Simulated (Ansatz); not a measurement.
# CH₈Sn₂: one species, many methods

An exercise on one series of results from a longer session: the logs are not shown, and one member is left open.

The runs use Ansatz 0.2.0, Gaussian basis; functionals in def2-TZVPP, the program's frozen cores in correlated methods.

Plan: LDA (SPW92), PBE-D4, revPBE-D4, BLYP-D4, r2SCAN-D4, B97M-V, PBE0-D4, B3LYP-D4, r2SCANh-D4, r2SCAN0-D4, HSE06-D4, BHLYP-D4, CAM-B3LYP-D4, LC-ωPBE, ωB97X-V, ωB97M-V, B2PLYP, PBE-QIDH; CCSD(T)/def2-SVP; CCSD(T)/def2-TZVPP; MP2/def2-QZVPP; extrapolation to the limit; RPA on PBE.

## The relaxed structure

All runs share one geometry, relaxed beforehand with PBE0-D4 in a triple-zeta def2 set. Sn takes the def2 core potential; no spin-orbit term is included.

SMILES `[SnH3][CH2][SnH3]`, 11 atoms, charge 0, spin multiplicity 1.

Atoms are counted from 1 here; the program's logs count them from 0.

Bond lengths: Sn1–C2 2.141 Å, Sn1–H4 1.710 Å, Sn1–H5 1.709 Å, Sn1–H6 1.709 Å, C2–Sn3 2.141 Å, C2–H7 1.092 Å, C2–H8 1.092 Å, Sn3–H9 1.709 Å, Sn3–H10 1.709 Å, Sn3–H11 1.710 Å. Angles: C2–Sn1–H4 110.3°, C2–Sn1–H5 109.5°, C2–Sn1–H6 109.5°, H4–Sn1–H5 109.2°, H4–Sn1–H6 109.2°, H5–Sn1–H6 109.1°, Sn1–C2–Sn3 115.2°, Sn1–C2–H7 108.4°, Sn1–C2–H8 108.4°, Sn3–C2–H7 108.4°, Sn3–C2–H8 108.4°, H7–C2–H8 107.8°, C2–Sn3–H9 109.5°, C2–Sn3–H10 109.5°, C2–Sn3–H11 110.3°, H9–Sn3–H10 109.1°, H9–Sn3–H11 109.2°, H10–Sn3–H11 109.2°.

The first run:

File in.yaml:

```yaml
crystal:
  periodic: [false, false, false]
  atoms:
    - {symbol: Sn, position_ang: [-1.375278, 1.033049, -0.588762]}
    - {symbol: C, position_ang: [-0.290675, -0.789347, -0.294148]}
    - {symbol: Sn, position_ang: [1.559455, -0.587936, 0.764502]}
    - {symbol: H, position_ang: [-2.824208, 0.730160, -1.444535]}
    - {symbol: H, position_ang: [-0.414182, 2.129803, -1.479711]}
    - {symbol: H, position_ang: [-1.751554, 1.723132, 0.928651]}
    - {symbol: H, position_ang: [-0.082380, -1.228456, -1.271959]}
    - {symbol: H, position_ang: [-0.928218, -1.485147, 0.255132]}
    - {symbol: H, position_ang: [1.259265, 0.059409, 2.317298]}
    - {symbol: H, position_ang: [2.593362, 0.469015, -0.092378]}
    - {symbol: H, position_ang: [2.319813, -2.110782, 0.926610]}
basis:
  gaussian: {orbitals: def2-TZVPP}
hamiltonian: {xc: lda}
output: {orbitals: {seedname: orbitals}}
```

Steps of the session up to this table: LDA; PBE-D4 (GGA); revPBE-D4 (GGA); BLYP-D4 (GGA); r2SCAN-D4 (meta-GGA); B97M-V (meta-GGA); PBE0-D4 (hybrid); B3LYP-D4 (hybrid); r2SCANh-D4 (hybrid); r2SCAN0-D4 (hybrid); HSE06-D4 (hybrid); BHLYP-D4 (hybrid); CAM-B3LYP-D4 (range-separated); LC-ωPBE (range-separated); ωB97X-V (range-separated); ωB97M-V (range-separated); B2PLYP (double hybrid); PBE-QIDH (double hybrid).

One table of the session follows, with a row left open; its other results are not shown here.

It belongs to the step «Frontier levels by functional». 

| functional | HOMO (eV) | gap (eV) |
| --- | --- | --- |
| LDA (SPW92) | -7.04 | 5.88 |
| PBE-D4 | -6.91 | 5.93 |
| revPBE-D4 | -6.86 | 5.96 |
| BLYP-D4 | -6.76 | 5.83 |
| r2SCAN-D4 | -7.14 | 6.55 |
| B97M-V | -7.22 | 6.32 |
| PBE0-D4 | -8.00 | 7.76 |
| B3LYP-D4 | -7.79 | 7.30 |
| r2SCANh-D4 | -7.54 | 7.20 |
| r2SCAN0-D4 | ? | ? |
| HSE06-D4 | -7.61 | 7.01 |
| BHLYP-D4 | -8.98 | 9.38 |
| CAM-B3LYP-D4 | -9.25 | 9.81 |
| LC-ωPBE | -10.57 | 12.23 |
| ωB97X-V | -10.23 | 11.71 |
| ωB97M-V | -10.09 | 11.19 |

**Question.** Estimate the row for r2SCAN0-D4.

Worked estimate for «HOMO (eV)». Against the share of exact exchange, r2SCAN-D4 (0, -7.14), r2SCANh-D4 (0.1, -7.54) give a slope of -4.00 per unit share; at 0.25 the line stands at -8.14.

The run gave: HOMO (eV): -8.16; gap (eV): 8.16. In «HOMO (eV)» the line misses by +0.02.
